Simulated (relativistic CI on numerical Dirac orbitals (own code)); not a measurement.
# Pt⁴⁺: L2,3 absorption multiplets

Aim: the L2,3 absorption spectrum of Pt⁴⁺ in 5 surroundings, from the same atomic integrals.

The numbers are computed with relativistic CI on numerical Dirac orbitals (own code) version 1 (Dirac-Coulomb-Breit CI, KLI orbitals optimised for each configuration, model QED (radiative potential, 1s self-energy scaled to tabulated hydrogen-like ionisation energies), valence Slater integrals scaled by 0.9, multiplet model of core-to-valence dipole absorption), except any that are marked as measured or tabulated.

## 1. What is computed

| Item | Value |
| --- | --- |
| ion | Pt⁴⁺ (Pt V) |
| nuclear charge | 78 |
| electrons | 74 |
| configurations | [Xe] 4f14 5d6 → [He] 2s2 2p5 3s2 3p6 3d10 4s2 4p6 4d10 4f14 5s2 5p6 5d7 |
| magnetising field for the dichroism, Lz and Sz | exchange field 10 meV on Sz; these come from the lowest magnetised state alone (0 K) |
| temperature of the isotropic spectrum | 300 K |
| widths | Lorentz 5 eV, Gauss 1 eV |
| surrounding 1 | free ion |
| surrounding 2 | Td, 10Dq = -3800 cm⁻¹ |
| surrounding 3 | Td, 10Dq = -8550 cm⁻¹ |
| surrounding 4 | Td, 10Dq = -13250 cm⁻¹ |
| surrounding 5 | Td, 10Dq = -18000 cm⁻¹ |

## 2. Surrounding 1: free ion

Input settings:

```ini
atom Pt  Z=78  charge=4  electrons=74
nucleus A=195  rms_radius_fm=5.4270
hamiltonian dirac-coulomb  breit=on  qed=on  c_scale=1
orbitals kli  potential=per-configuration
slater_scale 0.9
correlation none
mixing on
configurations
  [Xe] 4f14 5d6
  [He] 2s2 2p5 3s2 3p6 3d10 4s2 4p6 4d10 4f14 5s2 5p6 5d7
end
absorption L2,3 T=300 lorentz=5 gauss=1
crystal_field free
```

## 3. Surrounding 2: Td, 10Dq = -3800

Changes to the settings of step 2:

```diff
@@ -12,2 +12,2 @@
 absorption L2,3 T=300 lorentz=5 gauss=1
-crystal_field free
+crystal_field Td 10Dq=-3800
```

## 4. Surrounding 3: Td, 10Dq = -8550

Changes to the settings of step 3:

```diff
@@ -12,2 +12,2 @@
 absorption L2,3 T=300 lorentz=5 gauss=1
-crystal_field Td 10Dq=-3800
+crystal_field Td 10Dq=-8550
```

## 5. Surrounding 4: Td, 10Dq = -13250

Changes to the settings of step 4:

```diff
@@ -12,2 +12,2 @@
 absorption L2,3 T=300 lorentz=5 gauss=1
-crystal_field Td 10Dq=-8550
+crystal_field Td 10Dq=-13250
```

## 6. Surrounding 5: Td, 10Dq = -18000

Changes to the settings of step 5:

```diff
@@ -12,2 +12,2 @@
 absorption L2,3 T=300 lorentz=5 gauss=1
-crystal_field Td 10Dq=-13250
+crystal_field Td 10Dq=-18000
```

(Steps that only read results are left out.)

Q: Predict the outcome of this session. Wanted: highest peak, first run; ground spin; share of the lower edge; core spin-orbit splitting.

As calculated:

| surrounding | ground S | Lz (0 K) | Sz (0 K) | centroid (eV) | share of the lower edge | up to four highest peaks (% of the highest), eV |
| --- | --- | --- | --- | --- | --- | --- |
| 1: free | 1.85 | -2.21 | -1.79 | 11724.19 | 0.907 | 11564.5 (100), 13275.0 (11) |
| 2: Td | 1.86 | -1.16 | -1.08 | 11737.83 | 0.899 | 11564.5 (100), 13275.0 (12) |
| 3: Td | 1.84 | -0.57 | -0.67 | 11751.38 | 0.891 | 11565.0 (100), 13275.0 (13) |
| 4: Td | 1.69 | -0.26 | -0.31 | 11741.83 | 0.897 | 11565.0 (100), 13275.5 (12) |
| 5: Td | 1.53 | -0.04 | -0.17 | 11732.87 | 0.902 | 11565.0 (100), 13276.0 (11) |

| quantity | value |
| --- | --- |
| highest peak, first run | 11564.5 eV |
| ground spin (effective S from ⟨S²⟩) | 1.53 to 1.86 |
| share of the lower edge | 0.891 to 0.907 |
| core spin-orbit splitting (without Breit) | 1745.67 eV |

In words: The lower edge takes 0.91 of the intensity in surrounding 1, above the statistical 0.67. The highest peak stays in place, within the step of the energy grid, in all surroundings. Edge positions are free-ion values and differ from those in solids by a few eV or more.
